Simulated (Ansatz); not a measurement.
**CH₄BrNOSi: a ladder of functionals and wavefunction methods**

Aim: compute CH₄BrNOSi with functionals from several rungs and with coupled cluster. The yardstick is the atomisation energy at the CCSD(T) limit.

Computed with Ansatz 0.2.0, Gaussian basis. Level: functionals in def2-TZVPP, the program's frozen cores in correlated methods.

The runs, in order: PBE-D4, r2SCAN-D4, PBE0-D4, B3LYP-D4, ωB97X-V, ωB97M-V, B2PLYP; CCSD(T)/def2-TZVPP; MP2/def2-QZVPP; extrapolation to the limit.

## Step 1: Structure used throughout

All runs share one geometry, relaxed beforehand with PBE0-D4 in a triple-zeta def2 set.

SMILES `C=N[SiH](O)Br`, 9 atoms, charge 0, spin multiplicity 1.

Atoms are counted from 1 here; the program's logs count them from 0.

Bond lengths: C1–N2 1.258 Å, C1–H6 1.096 Å, C1–H7 1.101 Å, N2–Si3 1.729 Å, Si3–O4 1.626 Å, Si3–Br5 2.217 Å, Si3–H8 1.478 Å, O4–H9 0.959 Å. Angles: N2–C1–H6 120.2°, N2–C1–H7 124.3°, H6–C1–H7 115.4°, C1–N2–Si3 124.8°, N2–Si3–O4 109.7°, N2–Si3–Br5 105.5°, N2–Si3–H8 115.0°, O4–Si3–Br5 111.6°, O4–Si3–H8 106.5°, Br5–Si3–H8 108.5°, Si3–O4–H9 117.7°.

As a file:

| atom | x (Å) | y (Å) | z (Å) |
| --- | --- | --- | --- |
| C1 | 0.9352 | 1.3020 | 0.7922 |
| N2 | 0.6339 | 0.5926 | -0.2021 |
| Si3 | -0.6211 | -0.5964 | -0.2208 |
| O4 | -0.0436 | -1.9952 | -0.8146 |
| Br5 | -2.2148 | 0.2430 | -1.5127 |
| H6 | 1.7549 | 2.0259 | 0.7251 |
| H7 | 0.4230 | 1.2564 | 1.7657 |
| H8 | -1.2043 | -0.9100 | 1.1010 |
| H9 | 0.4255 | -1.9645 | -1.6510 |

## Step 2: PBE-D4 (GGA)

Contents of in.yaml:

```yaml
crystal:
  periodic: [false, false, false]
  atoms:
    - {symbol: C, position_ang: [0.935240, 1.301966, 0.792223]}
    - {symbol: N, position_ang: [0.633857, 0.592636, -0.202106]}
    - {symbol: Si, position_ang: [-0.621082, -0.596379, -0.220782]}
    - {symbol: O, position_ang: [-0.043627, -1.995215, -0.814574]}
    - {symbol: Br, position_ang: [-2.214830, 0.243009, -1.512701]}
    - {symbol: H, position_ang: [1.754913, 2.025897, 0.725100]}
    - {symbol: H, position_ang: [0.423008, 1.256435, 1.765720]}
    - {symbol: H, position_ang: [-1.204272, -0.909991, 1.101025]}
    - {symbol: H, position_ang: [0.425492, -1.964458, -1.651006]}
basis:
  gaussian: {orbitals: def2-TZVPP}
hamiltonian: {xc: pbe, dispersion: d4}
output: {forces: true, orbitals: {seedname: orbitals}}
```

Command:

```bash
$ ansatz run in.yaml --threads 4 --pin off --events-out ev --progress --plain --max-ram 10444MiB
```

Further steps of the session: r2SCAN-D4 (meta-GGA); PBE0-D4 (hybrid); B3LYP-D4 (hybrid); ωB97X-V (range-separated); ωB97M-V (range-separated); B2PLYP (double hybrid); CCSD(T) in def2-TZVPP; MP2 in def2-QZVPP.

**Question.** What will the summary of the whole plan be? Wanted: atomisation energy, CCSD(T)/CBS; farthest; mean size of error, hybrid; mean size of error, range-separated; gap, smallest and largest; T1 diagnostic; triples share of the correlation energy.

The runs gave:

| quantity | value |
| --- | --- |
| atomisation energy, CCSD(T)/CBS | 35.029 eV |
| functionals within 0.350 eV (1.0 %) | r2SCAN-D4, PBE0-D4, B3LYP-D4, ωB97X-V, ωB97M-V |
| farthest | PBE-D4 (+0.616 eV) |
| mean size of error, hybrid | 0.218 eV |
| mean size of error, range-separated | 0.032 eV |
| gap, smallest and largest | 3.70 eV (PBE-D4), 10.99 eV (ωB97X-V) |
| T1 diagnostic | 0.0108 |
| triples share of the correlation energy | 3.8 % |

**Reading.** PBE-D4 is off by +0.616 eV. Double hybrids carry the basis error of their MP2 part in triple zeta, and no dispersion term here, so their miss is partly the set-up's. The reference freezes the cores and leaves out relativity and excitations past (T), and its outer-core shells are covered unevenly, so misses under about 0.350 eV can't be ranked. All levels share the lack of spin-orbit coupling, which lowers the free heavy atoms and so the true binding. Hartree-Fock recovers 69 % of the binding; the rest is correlation. The gap grows from 3.7 to 11.0 eV across the functionals, mostly with the share of exact exchange. Correlated methods include outer-core shells of Br, which these sets cover unevenly.
